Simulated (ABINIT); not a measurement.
# AlSn (P-6m2) in ABINIT: settings compared

Aim: see how the results for AlSn move with the level of theory and the settings. Levels: PBE, PBE+D3, PBE+D3(BJ), PBE+D2. Tasks: relaxation of cell and atoms.

Everything below comes from runs of ABINIT 10.8.3 (patched build). Logs are shortened: lines on timing, memory, paths and dates and some standing lists are left out, and cuts for length are marked. The log counts tension as positive stress, the text compression.

### Step 1. The structure

The structure is hexagonal, space group P-6m2 (No. 187). Conventional cell: a = 4.198 Å, b = 4.198 Å, c = 3.307 Å, α = 90.00°, β = 90.00°, γ = 120.00°. Around Sn (site symmetry -6m2) lie 6 Al at 2.93 Å and 2 Sn at 3.31 Å. Al (site symmetry -6m2) is surrounded by 6 Sn at 2.93 Å and 2 Al at 3.31 Å.

The cell comes from a database or a generator and needn't be the stable form of this composition.

### Step 2. Relaxation of cell and atoms, PBE

File run.abi:

```
# Pseudopotentials
pp_dirpath "./"
pseudos "Sn.GGA_PBE-JTH.xml, Al.GGA_PBE-JTH.xml"

# Structure
acell 3*1.0
rprim
     7.9332698559     0.0000000000     0.0000000000
    -3.9666349279     6.8704132302     0.0000000000
     0.0000000000     0.0000000000     6.2490351660
ntypat 2
znucl 50 13
natom 2
typat 1 2
xred
     0.3333333333     0.6666666667     0.5000000000
     0.0000000000     0.0000000000     0.0000000000
chkprim 0
chksymtnons 0
tolsym 1.0e-6

# Plane-wave basis
ecut 598.650497 eV
pawecutdg 44.0
pawxcdev 0

# k points
kptopt 1
ngkpt 7 7 8
nshiftk 1
shiftk 0.0 0.0 0.0

# Exchange and correlation
ixc 11

# Bands and occupations
nband 13
occopt 3
tsmear 0.05 eV

# SCF cycle
nstep 100
tolvrs 1.0e-9

# Output
iomode 3
prtwf 0
prtden 0
prteig 0
prtebands 0
enunit 1

# Relaxation
ionmov 2
ntime 60
tolmxf 0.0001
optcell 2
dilatmx 1.08
ecutsm 0.5
```

Potentials or basis: JTH PAW PBE v2.0.

Command:

```sh
$ abinit run.abi > log 2>&1
```

run.abo:

```text
.Version 10.8.3 of ABINIT
 Symmetries : space group P-6 m 2 (#187); Bravais hP (primitive hexag.)
================================================================================
 Values of the parameters that define the memory need of the present run
     intxc =       0    ionmov =       2      iscf =      17    lmnmax =      18
     lnmax =       6     mgfft =      40  mpssoang =       3    mqgrid =    3001
     natom =       2  nloc_mem =       2    nspden =       1   nspinor =       1
    nsppol =       1      nsym =      12    n1xccc =       1    ntypat =       2
    occopt =       3   xclevel =       2
       mpw =        2136          nfft =       48000          nkpt =          40
 PAW method is used; the additional fine FFT grid is defined by:
   mgfftf=        54    nfftf =    131220
================================================================================
================================================================================

--------------------------------------------------------------------------------
------------- Echo of variables that govern the present computation ------------
--------------------------------------------------------------------------------
 -outvars: echo values of preprocessed input variables --------
            acell      1.0000000000E+00  1.0000000000E+00  1.0000000000E+00 Bohr
              amu      1.18710000E+02  2.69815390E+01
          chkprim           0
      chksymtnons           0
          dilatmx      1.08000000E+00
             ecut      2.20000000E+01 Hartree
           ecutsm      5.00000000E-01 Hartree
           enunit           1
           ionmov           2
              ixc          11
         kptrlatt        7    0    0      0    7    0      0    0    8
          kptrlen      4.99922813E+01
            natom           2
            nband          13
            ngfft          40      40      30
          ngfftdg          54      54      45
             nkpt          40
            nstep         100
             nsym          12
            ntime          60
           ntypat           2
           occopt           3
          optcell           2
        pawecutdg      4.40000000E+01 Hartree
         pawxcdev           0
           prtden           0
        prtebands           0
           prteig           0
            prtwf           0
            rprim      7.9332698559E+00  0.0000000000E+00  0.0000000000E+00
                      -3.9666349279E+00  6.8704132302E+00  0.0000000000E+00
                       0.0000000000E+00  0.0000000000E+00  6.2490351660E+00
          spgroup         187
           tolmxf      1.00000000E-04
           tolsym      1.00000000E-06
           tolvrs      1.00000000E-09
           tsmear      1.83746611E-03 Hartree
            typat      1  2
           useylm           1
           xangst     -1.9226708148E-10  2.4237774057E+00  1.6534234989E+00
                      -2.0990553105E-10  1.2118874576E-10  0.0000000000E+00
            xcart     -3.6333212702E-10  4.5802754870E+00  3.1245175830E+00
                      -3.9666396600E-10  2.2901353903E-10  0.0000000000E+00
             xred      3.3333333330E-01  6.6666666670E-01  5.0000000000E-01
                      -3.3333410106E-11  3.3333299084E-11  0.0000000000E+00
            znucl       50.00000   13.00000

================================================================================

 chkinp: Checking input parameters for consistency.

================================================================================
== DATASET  1 ==================================================================

--- !DatasetInfo
iteration_state: {dtset: 1, }
dimensions: {natom: 2, nkpt: 40, mband: 13, nsppol: 1, nspinor: 1, nspden: 1, mpw: 2136, }
cutoff_energies: {ecut:  22.0, pawecutdg:  44.0, }
electrons: {nelect:   1.70000000E+01, charge:   0.00000000E+00, occopt:   3.00000000E+00, tsmear:   1.83746611E-03, }
meta: {optdriver: 0, ionmov: 2, optcell: 2, iscf: 17, paral_kgb: 0, }
...

 Exchange-correlation functional for the present dataset will be:
  GGA: Perdew-Burke-Ernzerhof functional - ixc=11
  J.P.Perdew, K.Burke, M.Ernzerhof, PRL 77, 3865 (1996)

 Real(R)+Recip(G) space primitive vectors, cartesian coordinates (Bohr,Bohr^-1):
 R(1)=  7.9332699  0.0000000  0.0000000  G(1)=  0.1260514  0.0727758  0.0000000
 R(2)= -3.9666349  6.8704132  0.0000000  G(2)=  0.0000000  0.1455517  0.0000000
 R(3)=  0.0000000  0.0000000  6.2490352  G(3)=  0.0000000  0.0000000  0.1600247
 Unit cell volume ucvol=  3.4060268E+02 bohr^3
 Angles (23,13,12)=  9.00000000E+01  9.00000000E+01  1.20000000E+02 degrees

 Coarse grid specifications (used for wave-functions):

 getcut: wavevector=  0.0000  0.0000  0.0000  ngfft=  40  40  30
         ecut(hartree)=     25.661   => boxcut(ratio)=   2.10527

 Fine grid specifications (used for densities):

 getcut: wavevector=  0.0000  0.0000  0.0000  ngfft=  54  54  45
         ecut(hartree)=     51.322   => boxcut(ratio)=   2.11118

--- Pseudopotential description ------------------------------------------------
- pspini: atom type   1  psp file is ./Sn.GGA_PBE-JTH.xml
 Pseudopotential format is: paw10
 basis_size (lnmax)=  6 (lmn_size= 18), orbitals=   0   0   1   1   2   2
 Spheres core radius: rc_sph= 2.51086398
 Shapefunction is BESSEL type: shapef(r,l)=aa(1,l)*jl(q(1,l)*r)+aa(2,l)*jl(q(2,l)*r)
 Radius for shape functions =  1.40702157
 Compensation charge density is not taken into account in XC energy/potential

- pspini: atom type   2  psp file is ./Al.GGA_PBE-JTH.xml
 Pseudopotential format is: paw10
 basis_size (lnmax)=  4 (lmn_size=  8), orbitals=   0   0   1   1
 Spheres core radius: rc_sph= 1.90363307
 Shapefunction is SIN type: shapef(r)=[sin(pi*r/rshp)/(pi*r/rshp)]**2
 Radius for shape functions =  1.60786206
 Compensation charge density is not taken into account in XC energy/potential

   3.75176236E+02                                ecore*ucvol(ha*bohr**3)
--------------------------------------------------------------------------------

================================================================================

=== [ionmov= 2] Broyden-Fletcher-Goldfarb-Shanno method (forces)
================================================================================

--- Iteration: ( 1/60) Internal Cycle: (1/1)
--------------------------------------------------------------------------------

---SELF-CONSISTENT-FIELD CONVERGENCE--------------------------------------------
[... 470 lines left out ...]
 Difference of energy with previous step (new-old):
           Absolute (Ha)=-1.25500E-07
           Relative     =-1.74779E-09

 At Broyd/MD step   5, gradients are converged :
  max grad (force/stress) = 4.1034E-05 < tolmxf= 1.0000E-04 ha/bohr (free atoms)

================================================================================

 ----iterations are completed or convergence reached----

 Mean square residual over all n,k,spin=   67.119E-12; max=  32.033E-09
 reduced coordinates (array xred) for    2 atoms
       0.333333333300      0.666666666700      0.500000000000
      -0.000000000033      0.000000000033      0.000000000000
 rms dE/dt=  2.4580E-28; max dE/dt=  5.3853E-28; dE/dt below (all hartree)
    1       0.000000000000      0.000000000000      0.000000000000
    2       0.000000000000      0.000000000000      0.000000000000

 cartesian coordinates (angstrom) at end:
    1     -0.00000000019230     2.42422306150064     1.65946488712942
    2     -0.00000000020994     0.00000000012121     0.00000000000000

 cartesian forces (hartree/bohr) at end:
    1     -0.00000000000000    -0.00000000000000    -0.00000000000000
    2      0.00000000000000     0.00000000000000    -0.00000000000000
 frms,max,avg= 1.1311646E-29 1.6967469E-29   0.000E+00  0.000E+00  0.000E+00 h/b

 cartesian forces (eV/Angstrom) at end:
    1     -0.00000000000000    -0.00000000000000    -0.00000000000000
    2      0.00000000000000     0.00000000000000    -0.00000000000000
 frms,max,avg= 5.8166823E-28 8.7250234E-28   0.000E+00  0.000E+00  0.000E+00 e/A
 length scales=  7.934728532481  7.934728532381  6.271868304470 bohr
              =  4.198877511242  4.198877511189  3.318929774259 angstroms
 Fermi (or HOMO) energy (eV) =   5.81813   Average Vxc (eV)=  -9.40335
 Eigenvalues (   eV  ) for nkpt=  40  k points:
 kpt#   1, nband= 13, wtk=  0.00255, kpt=  0.0000  0.0000  0.0000 (reduced coord)
 -15.54040  -15.43709  -15.43709  -15.41843  -15.41843   -4.60354    5.62419    5.62419
   6.51938    8.35187    8.96572    8.96572   10.96181
 prteigrs : prtvol=0 or 1, do not print more k-points.

--- !EnergyTerms
iteration_state     : {dtset: 1, itime: 5, icycle: 1, }
comment             : Components of total free energy in Hartree
kinetic             :  1.24597092582729E+01
hartree             :  2.93589616858817E+01
xc                  : -7.89889325385288E+00
Ewald energy        : -4.57186976865131E+01
psp_core            :  1.09709342949291E+00
local_psp           : -7.74342145986548E+01
PAW spherical_terms :  1.63313448683181E+01
internal            : -7.18046962970551E+01
'-kT*entropy'       : -1.35810112847645E-04
total_energy        : -7.18048321071679E+01
total_energy_eV     : -1.95390902079596E+03
...

--- !EnergyTermsDC
iteration_state     : {dtset: 1, itime: 5, icycle: 1, }
comment             : '"Double-counting" decomposition of free energy'
band_energy         : -5.27303920156379E+00
Ewald energy        : -4.57186976865131E+01
psp_core            :  1.09709342949291E+00
xc_dc               : -3.16496857131695E+01
PAW spherical_terms :  9.73962847059181E+00
internal            : -7.18047007011617E+01
'-kT*entropy'       : -1.35810112847645E-04
total_energy_dc     : -7.18048365112745E+01
total_energy_dc_eV  : -1.95390914063781E+03
...

--- !EnergyTermsWithPAWCore
iteration_state     : {dtset: 1, itime: 5, icycle: 1, }
comment             : 'Components of total free energy, including PAW core contributions'
Total energy        : -6.42014676109685E+03
Total energy DC     : -6.42014676550096E+03
Total energy (eV)   : -1.74701093272090E+05
Total energy DC (eV): -1.74701093391932E+05
...

 Cartesian components of stress tensor (hartree/bohr^3)
  sigma(1 1)= -4.10341618E-07  sigma(3 2)=  0.00000000E+00
  sigma(2 2)= -4.10341537E-07  sigma(3 1)=  0.00000000E+00
  sigma(3 3)= -3.02797262E-07  sigma(2 1)= -2.33448540E-14

-Cartesian components of stress tensor (GPa)         [Pressure=  1.1018E-02 GPa]
- sigma(1 1)= -1.20726672E-02  sigma(3 2)=  0.00000000E+00
- sigma(2 2)= -1.20726648E-02  sigma(3 1)=  0.00000000E+00
- sigma(3 3)= -8.90860301E-03  sigma(2 1)= -6.86829318E-10

== END DATASET(S) ==============================================================
================================================================================

 -outvars: echo values of variables after computation  --------
            acell      7.9347285325E+00  7.9347285324E+00  6.2718683045E+00 Bohr
           etotal     -7.1804836511E+01
            fcart     -1.6967469096E-29 -9.7961728499E-30 -0.0000000000E+00
                       1.6967469096E-29  9.7961728499E-30 -0.0000000000E+00
            rprim      1.0000000000E+00  0.0000000000E+00  0.0000000000E+00
                      -5.0000000000E-01  8.6602540378E-01  0.0000000000E+00
                       0.0000000000E+00  0.0000000000E+00  1.0000000000E+00
           strten     -4.1034161810E-07 -4.1034153713E-07 -3.0279726172E-07
                       0.0000000000E+00  0.0000000000E+00 -2.3344854006E-14
           xangst     -1.9230228993E-10  2.4242230615E+00  1.6594648871E+00
                      -2.0994412602E-10  1.2121102853E-10  0.0000000000E+00
             xred      3.3333333330E-01  6.6666666670E-01  5.0000000000E-01
                      -3.3333410106E-11  3.3333299084E-11  0.0000000000E+00
 Calculation completed.
```

Wall time 79 s (1 thread of Intel Xeon 6975P-C (Granite Rapids), shared host); peak memory 0.15 GiB.

Results:

```
Free energy                                           : -1953.9091 eV
Relaxed volume                                        : 25.34 Å³/atom
Relaxed cell                                          : a = 4.199 Å, b = 4.199 Å, c = 3.319 Å, α = 90.00°, β = 90.00°, γ = 120.00°
Space group after relaxing (to 0.05 Å)                : P-6m2 (No. 187)
Energy gained by relaxing                             : 0.2 meV/atom
Ionic steps                                           : 5
Pressure after relaxing                               : 0.0 GPa
Band gap on the k mesh                                : none (metal or under the smearing width)
Valence electrons inside the program's atomic spheres : Sn 11.94; Al 0.70
```

The path:
```csv
step,energy change (eV),largest force (eV/Å),pressure (GPa),volume (Å³)
1,0.0000,0.0000,0.25,50.47
2,-0.0001,0.0000,0.21,50.51
3,-0.0003,0.0000,-0.02,50.72
4,-0.0003,0.0000,-0.02,50.72
5,-0.0003,0.0000,0.01,50.68
```

Final structure:
```
CELL_PARAMETERS angstrom
4.19888 0.00000 0.00000
-2.09944 3.63633 0.00000
0.00000 0.00000 3.31893
ATOMIC_POSITIONS crystal
Sn 0.33333 0.66667 0.50000
Al 0.00000 0.00000 0.00000
```

Levels at points of the mesh, in eV from the Fermi level:
```
           k point  band 5  band 6  band 7  band 8  band 9  band 10  band 11  band 12
(0.00, 0.00, 0.00)  -21.24  -10.42   -0.19   -0.19    0.70     2.53     3.15     3.15
(0.00, 0.00, 0.50)  -21.19   -7.43   -6.21    2.72    2.72     3.57     3.57     3.77
```

### Step 3. Relaxation of cell and atoms, PBE+D3

run.abi: that of step 2 with these lines changed.

```diff
@@ -34,2 +34,3 @@
 ixc 11
+vdw_xc 6
```

Potentials or basis: JTH PAW PBE v2.0.

Command:

```sh
$ abinit run.abi > log 2>&1
```

It took 1.9 min on 1 thread of Intel Xeon 6975P-C (Granite Rapids), shared host; peak memory 0.15 GiB.

Results (log left out):

| Item | Value |
| --- | --- |
| Free energy | -1954.2485 eV |
| Relaxed volume | 24.75 Å³/atom |
| Relaxed cell | a = 4.167 Å, b = 4.167 Å, c = 3.292 Å, α = 90.00°, β = 90.00°, γ = 120.00° |
| Space group after relaxing (to 0.05 Å) | P-6m2 (No. 187) |
| Energy gained by relaxing | 1.5 meV/atom |
| Ionic steps | 7 |
| Pressure after relaxing | 0.0 GPa |
| Band gap on the k mesh | none (metal or under the smearing width) |
| Valence electrons inside the program's atomic spheres | Sn 11.96; Al 0.71 |

Step by step:
| step | energy change (eV) | largest force (eV/Å) | pressure (GPa) | volume (Å³) |
| --- | --- | --- | --- | --- |
| 1 | 0.0000 | 0.0000 | -0.96 | 50.47 |
| 2 | -0.0008 | 0.0000 | -0.82 | 50.32 |
| 3 | -0.0029 | 0.0000 | 0.03 | 49.49 |
| 4 | -0.0029 | 0.0000 | 0.00 | 49.52 |
| 5 | -0.0029 | 0.0000 | -0.04 | 49.54 |
| 6 | -0.0029 | 0.0000 | -0.03 | 49.53 |
| 7 | -0.0029 | 0.0000 | -0.01 | 49.50 |

Final structure:
```
CELL_PARAMETERS angstrom
4.16687 0.00000 0.00000
-2.08344 3.60862 0.00000
0.00000 0.00000 3.29226
ATOMIC_POSITIONS crystal
Sn 0.33333 0.66667 0.50000
Al 0.00000 0.00000 0.00000
```

Levels at points of the mesh, in eV from the Fermi level:
| k point | band 4 | band 5 | band 6 | band 7 | band 8 | band 9 | band 10 | band 11 | band 12 | band 13 |
| --- | --- | --- | --- | --- | --- | --- | --- | --- | --- | --- |
| (0.00, 0.00, 0.00) | -21.25 | -21.25 | -10.58 | -0.22 | -0.22 | 0.83 | 2.58 | 3.15 | 3.15 | 5.17 |
| (0.00, 0.00, 0.50) | -21.26 | -21.20 | -7.51 | -6.32 | 2.77 | 2.77 | 3.62 | 3.62 | 3.90 | 4.28 |

Caveat: pairwise dispersion overbinds metals, which lowers pressure and volume.

### Step 4. Relaxation of cell and atoms, PBE+D3(BJ)

run.abi: that of step 3 with these lines changed.

```diff
@@ -34,3 +34,3 @@
 ixc 11
-vdw_xc 6
+vdw_xc 7
```

Command:

```sh
$ abinit run.abi > log 2>&1
```

Run time: 2.2 min. Hardware: 1 thread of Intel Xeon 6975P-C (Granite Rapids), shared host; peak memory 0.15 GiB.

The run converged. Its results:

| Item | Value |
| --- | --- |
| Free energy | -1954.5367 eV |
| Relaxed volume | 24.32 Å³/atom |
| Relaxed cell | a = 4.134 Å, b = 4.134 Å, c = 3.288 Å, α = 90.00°, β = 90.00°, γ = 120.00° |
| Space group after relaxing (to 0.05 Å) | P-6m2 (No. 187) |
| Energy gained by relaxing | 5.6 meV/atom |
| Ionic steps | 8 |
| Pressure after relaxing | 0.0 GPa |
| Band gap on the k mesh | none (metal or under the smearing width) |
| Valence electrons inside the program's atomic spheres | Sn 11.98; Al 0.72 |

The path:
| step | energy change (eV) | largest force (eV/Å) | pressure (GPa) | volume (Å³) |
| --- | --- | --- | --- | --- |
| 1 | 0.0000 | 0.0000 | -1.82 | 50.47 |
| 2 | -0.0030 | 0.0000 | -1.56 | 50.19 |
| 3 | -0.0107 | 0.0000 | 0.14 | 48.58 |
| 4 | -0.0109 | 0.0000 | 0.04 | 48.66 |
| 5 | -0.0110 | 0.0000 | -0.06 | 48.73 |
| 6 | -0.0111 | 0.0000 | -0.09 | 48.73 |
| 7 | -0.0112 | 0.0000 | -0.04 | 48.68 |
| 8 | -0.0112 | 0.0000 | 0.00 | 48.65 |

Final structure:
```
Sn Al
1.0
     4.13355    0.00000    0.00000
    -2.06677    3.57976    0.00000
     0.00000    0.00000    3.28767
Sn Al
1 1
Direct
  0.33333 0.66667 0.50000
  0.00000 0.00000 0.00000
```

Levels at points of the mesh, in eV from the Fermi level:
| k point | band 6 | band 7 | band 8 | band 9 | band 10 | band 11 |
| --- | --- | --- | --- | --- | --- | --- |
| (0.00, 0.00, 0.00) | -10.69 | -0.18 | -0.18 | 1.00 | 2.50 | 3.20 |
| (0.00, 0.00, 0.50) | -7.61 | -6.43 | 2.83 | 2.83 | 3.68 | 3.68 |

Caveat: pairwise dispersion overbinds metals, which lowers pressure and volume.

(Part 1 of 2 ends here.)
